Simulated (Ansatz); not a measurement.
**H₂SeS₂ (SMILES S[Se]S): functionals against CCSD(T) at one geometry**

An exercise on one series of results from a longer session: the logs are not shown, and one member is left open.

The runs use Ansatz 0.2.0, Gaussian basis; single points in def2-TZVPP.

Cores are frozen in the correlated methods. Filled d shells of the heavier atoms are correlated.

### The starting structure

SMILES `S[Se]S`, 5 atoms, charge 0, spin multiplicity 1.

Atoms are counted from 1 here; the program's logs count them from 0.

Bond lengths: S1–Se2 2.259 Å, S1–H4 1.524 Å, Se2–S3 2.213 Å, S3–H5 1.212 Å. Angles: Se2–S1–H4 90.7°, S1–Se2–S3 99.7°, Se2–S3–H5 99.3°.

As a file:

```xyz
5

S    -1.47490   -0.45820   -0.90820
Se   -0.37280    0.99590    0.42300
S     1.62110    0.03560    0.45410
H    -1.95720   -1.23600    0.31030
H     2.09220    0.53070   -0.54690
```

Set-up of the first run:

File run/in.yaml:

```yaml
crystal:
  periodic: [false, false, false]
  atoms:
    - {symbol: S, position_ang: [-1.474900, -0.458200, -0.908200]}
    - {symbol: Se, position_ang: [-0.372800, 0.995900, 0.423000]}
    - {symbol: S, position_ang: [1.621100, 0.035600, 0.454100]}
    - {symbol: H, position_ang: [-1.957200, -1.236000, 0.310300]}
    - {symbol: H, position_ang: [2.092200, 0.530700, -0.546900]}
basis:
  gaussian: {orbitals: def2-TZVPP}
correlation: {method: ccsd_t}
output: {forces: true}
```

The command line of these runs was not kept.

Among the steps run: CCSD(T)/def2-TZVPP; PBE0-D4/def2-TZVPP; wB97M-V/def2-TZVPP; r2SCAN-D4/def2-TZVPP; PBE-D4/def2-TZVPP; BHLYP-D4/def2-TZVPP; r2SCANh-D4/def2-TZVPP.

One table of the session follows, with a row left open; its other results are not shown here.

```
    method  RMS force component (eV/Å)  angle to CCSD(T) forces (°)  dipole (D)
   CCSD(T)                       2.132                    reference        0.06
   PBE0-D4                           ?                            ?           ?
   wB97M-V                       2.171                          2.8        0.03
 r2SCAN-D4                       2.178                          1.7        0.05
    PBE-D4                       2.190                          5.0        0.04
  BHLYP-D4                       2.163                          4.6        0.03
r2SCANh-D4                       2.187                          2.4        0.04
```

Q: Estimate the row for PBE0-D4 from the others.

As computed: RMS force component (eV/Å): 2.211; angle to CCSD(T) forces (°): 3.0; dipole (D): 0.02. In the column «RMS force component (eV/Å)» it is the highest.
